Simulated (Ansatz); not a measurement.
# AlFHLiN radical (SMILES [Li][N][AlH][F]): functionals against CCSD(T) at one geometry

An exercise on one series of results from a longer session: the logs are not shown, and one member is left open.

Computed with Ansatz 0.2.0, Gaussian basis. Level: single points in def2-TZVPP.

Cores are frozen in the correlated methods. The outer core shell of Li, Na, Mg and K is correlated. Orbitals are unrestricted.

## Starting geometry

SMILES `[Li][N][AlH][F]`, 5 atoms, charge 0, spin multiplicity 2.

Atoms are counted from 1 here; the program's logs count them from 0.

Bond lengths: Li1–N2 1.641 Å, N2–Al3 1.734 Å, Al3–F4 1.655 Å, Al3–H5 1.488 Å. Angles: Li1–N2–Al3 175.0°, N2–Al3–F4 124.3°, N2–Al3–H5 125.6°, F4–Al3–H5 109.4°.

As a file:

| atom | x (Å) | y (Å) | z (Å) |
| --- | --- | --- | --- |
| Li1 | -1.55429 | -1.01563 | 1.97115 |
| N2 | -0.52259 | -0.43961 | 0.83223 |
| Al3 | 0.44793 | 0.18324 | -0.46251 |
| F4 | -0.15576 | 0.97451 | -1.78446 |
| H5 | 1.89445 | -0.09479 | -0.67171 |

The first run:

Contents of run/in.yaml:

```yaml
crystal:
  periodic: [false, false, false]
  atoms:
    - {symbol: Li, position_ang: [-1.554291, -1.015633, 1.971149]}
    - {symbol: N, position_ang: [-0.522590, -0.439611, 0.832230]}
    - {symbol: Al, position_ang: [0.447933, 0.183238, -0.462509]}
    - {symbol: F, position_ang: [-0.155760, 0.974510, -1.784465]}
    - {symbol: H, position_ang: [1.894446, -0.094790, -0.671712]}
basis:
  gaussian: {orbitals: def2-TZVPP}
magnetization: {spin_polarized: true, initial_magnetization: 1}
hamiltonian: {xc: pbe, dispersion: d4}
output: {forces: true}
```

Run with:

```console
ansatz run in.yaml --threads 2 --pin off --events-out ev --progress --plain --max-ram 3481MiB
```

Among the steps run: PBE-D4/def2-TZVPP; r2SCAN-D4/def2-TZVPP; PBE0-D4/def2-TZVPP; wB97M-V/def2-TZVPP; CCSD(T)/def2-TZVPP.

One of the session's tables, all rows but one given; the rest of the session is left out.

| method | RMS force component (eV/Å) | angle to CCSD(T) forces (°) | dipole (D) |
| --- | --- | --- | --- |
| PBE-D4 | ? | ? | ? |
| r2SCAN-D4 | 0.718 | 4.3 | 7.65 |
| PBE0-D4 | 0.684 | 6.4 | 7.58 |
| wB97M-V | 0.670 | 5.6 | 7.51 |
| CCSD(T) | 0.724 | reference | 7.70 |

Estimate the missing values for PBE-D4.

**Answer.** RMS force component (eV/Å): 0.710; angle to CCSD(T) forces (°): 12.3; dipole (D): 7.45. In the column «RMS force component (eV/Å)» it lies between PBE0-D4 (0.684) and r2SCAN-D4 (0.718).
